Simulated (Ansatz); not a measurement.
**FGeH7Si2: up Jacob's ladder to CCSD(T)**

How much do the methods differ for FGeH7Si2? The plan is to run it at one geometry with functionals of several rungs and with coupled cluster, and see how far each lands from CCSD(T) at the basis-set limit for the atomisation energy.

Method: functionals in def2-TZVPP, the program's frozen cores in correlated methods; program: Ansatz 0.2.0, Gaussian basis.

Plan: PBE-D4, r2SCAN-D4, PBE0-D4, B3LYP-D4, ωB97X-V, ωB97M-V, B2PLYP; CCSD(T)/def2-TZVPP; MP2/def2-QZVPP; extrapolation to the limit.

### 1 Structure used throughout

The geometry comes from an earlier relaxation with PBE0-D4 in a triple-zeta def2 set; it is a stationary point, not always the lowest conformer.

11 atoms, charge 0, spin multiplicity 1.

Atoms are counted from 1 here; the program's logs count them from 0.

Bond lengths: F1–Ge2 1.754 Å, Ge2–Si3 2.385 Å, Ge2–H5 1.539 Å, Ge2–H6 1.540 Å, Si3–Si4 2.338 Å, Si3–H7 1.490 Å, Si3–H8 1.488 Å, Si4–H9 1.487 Å, Si4–H10 1.487 Å, Si4–H11 1.485 Å. Angles: F1–Ge2–Si3 105.5°, F1–Ge2–H5 105.2°, F1–Ge2–H6 105.2°, Si3–Ge2–H5 115.9°, Si3–Ge2–H6 113.7°, H5–Ge2–H6 110.3°, Ge2–Si3–Si4 108.7°, Ge2–Si3–H7 107.8°, Ge2–Si3–H8 109.2°, Si4–Si3–H7 111.1°, Si4–Si3–H8 111.3°, H7–Si3–H8 108.6°, Si3–Si4–H9 110.3°, Si3–Si4–H10 109.1°, Si3–Si4–H11 109.6°, H9–Si4–H10 109.0°, H9–Si4–H11 109.4°, H10–Si4–H11 109.4°.

### 2 PBE-D4 (GGA)

Input file in.yaml:

```yaml
crystal:
  periodic: [false, false, false]
  atoms:
    - {symbol: F, position_ang: [-2.377171, 0.794910, -0.208633]}
    - {symbol: Ge, position_ang: [-0.878018, 1.677529, -0.428834]}
    - {symbol: Si, position_ang: [0.812902, 0.011875, -0.663049]}
    - {symbol: Si, position_ang: [0.420531, -1.681376, 0.900637]}
    - {symbol: H, position_ang: [-1.113413, 2.574774, -1.657221]}
    - {symbol: H, position_ang: [-0.726521, 2.537718, 0.839298]}
    - {symbol: H, position_ang: [2.130562, 0.665804, -0.427723]}
    - {symbol: H, position_ang: [0.788158, -0.518730, -2.052821]}
    - {symbol: H, position_ang: [1.530486, -2.671102, 0.878903]}
    - {symbol: H, position_ang: [0.334826, -1.081127, 2.258143]}
    - {symbol: H, position_ang: [-0.857042, -2.367075, 0.581899]}
basis:
  gaussian: {orbitals: def2-TZVPP}
hamiltonian: {xc: pbe, dispersion: d4}
output: {forces: true, orbitals: {seedname: orbitals}}
```

Command:

```console
ansatz run in.yaml --threads 4 --pin off --events-out ev --progress --plain --max-ram 10444MiB
```

Further steps of the session: r2SCAN-D4 (meta-GGA); PBE0-D4 (hybrid); B3LYP-D4 (hybrid); ωB97X-V (range-separated); ωB97M-V (range-separated); B2PLYP (double hybrid); CCSD(T) in def2-TZVPP; MP2 in def2-QZVPP.

Before running them: what should the planned runs give, taken together? Wanted: atomisation energy, CCSD(T)/CBS; farthest; mean size of error, hybrid; mean size of error, range-separated; gap, smallest and largest; T1 diagnostic; triples share of the correlation energy.

**Answer**, as computed:

| quantity | value |
| --- | --- |
| atomisation energy, CCSD(T)/CBS | 3202.1 kJ/mol |
| functionals within 32.0 kJ/mol (1.0 %) | r2SCAN-D4, B3LYP-D4, ωB97X-V, ωB97M-V |
| farthest | B2PLYP (-65.5 kJ/mol) |
| mean size of error, hybrid | 44.9 kJ/mol |
| mean size of error, range-separated | 25.0 kJ/mol |
| gap, smallest and largest | 5.38 eV (PBE-D4), 11.54 eV (ωB97X-V) |
| T1 diagnostic | 0.0128 |
| triples share of the correlation energy | 3.2 % |

What this shows: PBE-D4 misses by -46.0 kJ/mol. Double hybrids carry the basis error of their MP2 part in triple zeta, and no dispersion term here, so their miss is partly the set-up's. Misses under about 32.0 kJ/mol are within the doubt on the reference itself, which lacks core-valence correlation, relativity and higher excitations, and its outer-core shells are covered unevenly. Hartree-Fock recovers 75 % of the binding; the rest is correlation. Orbital gaps span 5.4 to 11.5 eV; exact exchange widens them. Correlated methods include outer-core shells of Ge, which these sets cover unevenly.
